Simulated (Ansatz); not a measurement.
# One shape, several levels: triplet CH6GeO

We compute a comparison of 6 runs (U-wB97X/cc-pVDZ, UBLYP/cc-pVDZ, UPBE-QIDH/cc-pVDZ, USVWN5/cc-pVDZ, RPA@PBE0/cc-pVDZ, UCCSD/cc-pVDZ) of triplet CH6GeO. 

The results are computed with Ansatz 0.2.0.

64 further runs of the same task are left out: 64 set aside as unsound or not needed.

## (1) Starting point

CH6GeO: 9 atoms, total charge 0, spin state triplet. SMILES of the parent species: `C[O][GeH3]`. Geometry: relaxed at PBE0-D4/def2-TZVP. That shape belongs to the parent species and isn't relaxed for this state.

Bond lengths: C1–O2 1.406 Å, O2–Ge3 1.779 Å, C1–H4 1.093 Å, C1–H5 1.099 Å, C1–H6 1.099 Å, Ge3–H7 1.542 Å, Ge3–H8 1.531 Å, Ge3–H9 1.542 Å. Some angles: C1–O2–Ge3 117.8°, O2–C1–H4 108.1°, O2–C1–H5 112.2°, O2–C1–H6 112.2°, O2–Ge3–H7 108.9°, O2–Ge3–H8 104.9°, O2–Ge3–H9 108.9°, H4–C1–H5 108.0°, H4–C1–H6 108.0°, H5–C1–H6 108.1°.

## (2) The energy at U-wB97X/cc-pVDZ (run 1)

Contents of run.yaml:

```yaml
crystal:
  periodic: [false, false, false]
  atoms:
    - symbol: C
      position_ang: [-0.461600, 0.939500, -0.879600]
    - symbol: O
      position_ang: [-0.657300, -0.383600, -0.447300]
    - symbol: Ge
      position_ang: [0.409500, -1.004400, 0.834300]
    - symbol: H
      position_ang: [-1.194400, 1.152600, -1.661500]
    - symbol: H
      position_ang: [0.540900, 1.094500, -1.301500]
    - symbol: H
      position_ang: [-0.607700, 1.666800, -0.069200]
    - symbol: H
      position_ang: [1.870200, -0.939000, 0.345100]
    - symbol: H
      position_ang: [-0.054100, -2.444000, 1.070300]
    - symbol: H
      position_ang: [0.242900, -0.128600, 2.092200]
basis:
  gaussian:
    orbitals: cc-pVDZ
magnetization:
  spin_polarized: true
  initial_magnetization: 2
hamiltonian:
  xc: {name: wB97X}
accuracy: high
output: {orbitals: {seedname: orbitals}}
```

Launch:

```
$ ansatz run run.yaml --threads 1 --pin off --max-ram 3480MiB --events-out events.jsonl --progress --plain --runs-dir runs
```

The log of the run:

```text
Warning: RAYON_NUM_THREADS=1 ignored (pool sized by the plan → 1); use --threads N
Functional definition: wB97X
  name "wB97X"
  parameter omega = 0.3/bohr
  parameter cx = 0.157706
  parameter cx1 = 0.726479
  parameter cx2 = 1.04760
  parameter cx3 = -5.70635
  parameter cx4 = 13.2794
  parameter css1 = -4.33879
  parameter css2 = 18.2308
  parameter css3 = -31.7430
  parameter css4 = 17.2901
  parameter cos1 = 2.37031
  parameter cos2 = -11.3995
  parameter cos3 = 6.58405
  parameter cos4 = -3.78132
  exchange = spin_sum(e_x_unif_sr(omega)*poly(b97_u_x, 1 - cx, cx1, cx2, cx3, cx4)) + cx*exact_x_sr(omega)
      + exact_x_lr(omega)
  correlation = spin_sum(e_c_pw_same_spin*poly(b97_u_same, 1, css1, css2, css3, css4))
      + integral(e_c_pw_opposite_spin*poly(b97_u_opposite, 1, cos1, cos2, cos3, cos4))
2014 factors; integrals over basis functions are off by at most 4.4e-9 eV
353 factors; integrals over basis functions are off by at most 2.1e-9 eV
mean field evaluation 1: about -59690.2269 eV, gradient 2.1e1 eV
mean field evaluation 2: about -59690.0131 eV, gradient 2.6e1 eV
mean field evaluation 4: about -59692.6331 eV, gradient 2.2e0 eV
mean field evaluation 8: about -59692.8130 eV, gradient 3.7e-1 eV
mean field evaluation 16: about -59692.8206 eV, gradient 5.0e-3 eV
mean field evaluation 32: about -59692.8206 eV, gradient 1.2e-5 eV
mean field -59692.82055478 eV, -2193.6706941411 hartree, gradient 9.8e-8 eV, S^2 2.006245; 2 other end points of the search recorded, 0 dependent functions left out
reference -59692.82055241 eV, -2193.6706940541 hartree; 27, 25 occupied and 58, 60 virtual orbitals, 2014 factors
Total energy: -59692.82055241 eV, -2193.6706940541 hartree
```

Run time: 74 s. Hardware: 1 thread of Arm Neoverse V2, shared host; peak memory 0.85 GiB.

## (3) A single-point energy at UBLYP/cc-pVDZ (run 2)

Contents of job.yaml:

```yaml
crystal:
  periodic: [false, false, false]
  atoms:
    - {symbol: C, position_ang: [-0.461600, 0.939500, -0.879600]}
    - {symbol: O, position_ang: [-0.657300, -0.383600, -0.447300]}
    - {symbol: Ge, position_ang: [0.409500, -1.004400, 0.834300]}
    - {symbol: H, position_ang: [-1.194400, 1.152600, -1.661500]}
    - {symbol: H, position_ang: [0.540900, 1.094500, -1.301500]}
    - {symbol: H, position_ang: [-0.607700, 1.666800, -0.069200]}
    - {symbol: H, position_ang: [1.870200, -0.939000, 0.345100]}
    - {symbol: H, position_ang: [-0.054100, -2.444000, 1.070300]}
    - {symbol: H, position_ang: [0.242900, -0.128600, 2.092200]}
basis:
  gaussian: {orbitals: cc-pVDZ}
magnetization: {spin_polarized: true, initial_magnetization: 2}
hamiltonian: {xc: {name: BLYP}}
accuracy: high
output: {orbitals: {seedname: orbitals}}
```

Launch:

```
$ ansatz run job.yaml --threads 1 --pin off --max-ram 3480MiB --events-out events.jsonl --progress --plain --runs-dir runs
```

The log of the run:

```text
Warning: RAYON_NUM_THREADS=1 ignored (pool sized by the plan → 1); use --threads N
Functional definition: BLYP
  name "BLYP"
  parameter beta = 0.0042
  parameter a = 0.04918
  parameter b = 0.132
  parameter c = 0.2533
  parameter d = 0.349
  exchange = b88_x(beta = beta)
  correlation = lyp_c(a = a, b = b, c = c, d = d)
2014 factors; integrals over basis functions are off by at most 4.4e-9 eV
mean field evaluation 1: about -59685.4657 eV, gradient 4.0e1 eV
mean field evaluation 2: about -59636.8035 eV, gradient 1.1e2 eV
mean field evaluation 4: about -59691.4522 eV, gradient 2.1e1 eV
mean field evaluation 8: about -59693.1606 eV, gradient 7.5e-2 eV
mean field evaluation 16: about -59693.1590 eV, gradient 1.9e-4 eV
mean field evaluation 32: about -59690.4439 eV, gradient 1.1e1 eV
mean field -59693.15895340 eV, -2193.6831300609 hartree, gradient 9.4e-8 eV, S^2 2.002958; 6 other end points of the search recorded, 0 dependent functions left out
reference -59693.15900966 eV, -2193.6831321286 hartree; 27, 25 occupied and 58, 60 virtual orbitals, 2014 factors
Total energy: -59693.15900966 eV, -2193.6831321286 hartree
```

It took 14 s on 1 thread of Arm Neoverse V2, shared host; peak memory 0.3 GiB.

Runs 3 to 5 aren't shown in full; the table further down has their settings and results.

## (4) A single-point energy at UCCSD/cc-pVDZ (run 6)

Contents of molecule.yaml:

```yaml
crystal:
  periodic: [false, false, false]
  atoms:
    - symbol: C
      position_ang: [-0.461600, 0.939500, -0.879600]
    - symbol: O
      position_ang: [-0.657300, -0.383600, -0.447300]
    - symbol: Ge
      position_ang: [0.409500, -1.004400, 0.834300]
    - symbol: H
      position_ang: [-1.194400, 1.152600, -1.661500]
    - symbol: H
      position_ang: [0.540900, 1.094500, -1.301500]
    - symbol: H
      position_ang: [-0.607700, 1.666800, -0.069200]
    - symbol: H
      position_ang: [1.870200, -0.939000, 0.345100]
    - symbol: H
      position_ang: [-0.054100, -2.444000, 1.070300]
    - symbol: H
      position_ang: [0.242900, -0.128600, 2.092200]
basis:
  gaussian:
    orbitals: cc-pVDZ
magnetization:
  spin_polarized: true
  initial_magnetization: 2
correlation:
  method: ccsd
  frozen_orbitals: {C: 1, Ge: 9, H: 0, O: 1}
accuracy: high
scf:
  omitted_lower_state_checks: [cluster_reference, increment]
```

Launch:

```
$ ansatz run molecule.yaml --threads 1 --pin off --max-ram 3480MiB --events-out events.jsonl --progress --plain --runs-dir runs
```

The log of the run:

```text
Warning: RAYON_NUM_THREADS=1 ignored (pool sized by the plan → 1); use --threads N
[... 13 lines left out ...]
11 core orbitals not correlated: weight in the atoms' cores, before any rotation towards them, 1.000 or more for the frozen orbitals, at most 0.000 for the correlated occupied ones
[... 35 lines left out ...]
Total energy: -59642.04992357 eV, -2191.8049078578 hartree
Checks for a lower state left out: cluster_reference, increment
```

Wall time 62 s (1 thread of Arm Neoverse V2, shared host); peak memory 0.9 GiB.

## (5) All runs side by side

```tsv
run	level	frozen core orbitals	energy (Eh)	HOMO energy (eV)	⟨S²⟩	wall time
1	U-wB97X/cc-pVDZ	–	-2193.670694	-3.42	2.006	74 s
2	UBLYP/cc-pVDZ	–	-2193.683132	-0.70	2.003	14 s
3	UPBE-QIDH/cc-pVDZ	11	-2192.840837	-2.85	2.010	22 s
4	USVWN5/cc-pVDZ	–	-2189.583591	-1.06	2.002	7.8 s
5	RPA@PBE0/cc-pVDZ	11	-2191.985709	–	2.006	25 s
6	UCCSD/cc-pVDZ	11	-2191.804908	–	2.016	62 s
```

## (6) Results

| quantity | value |
| --- | --- |
| run 6: total energy | -2191.80491 Eh |
| run 6: correlation energy (11 core orbitals frozen) | -480.3 mEh |
| run 6: ⟨S²⟩ of the reference determinant | 2.016 |
| run 6: T1 diagnostic | 0.026 |

**Reading.** Totals of different functionals can't be ranked against each other. All runs together took 3.4 min, the longest 74 s.
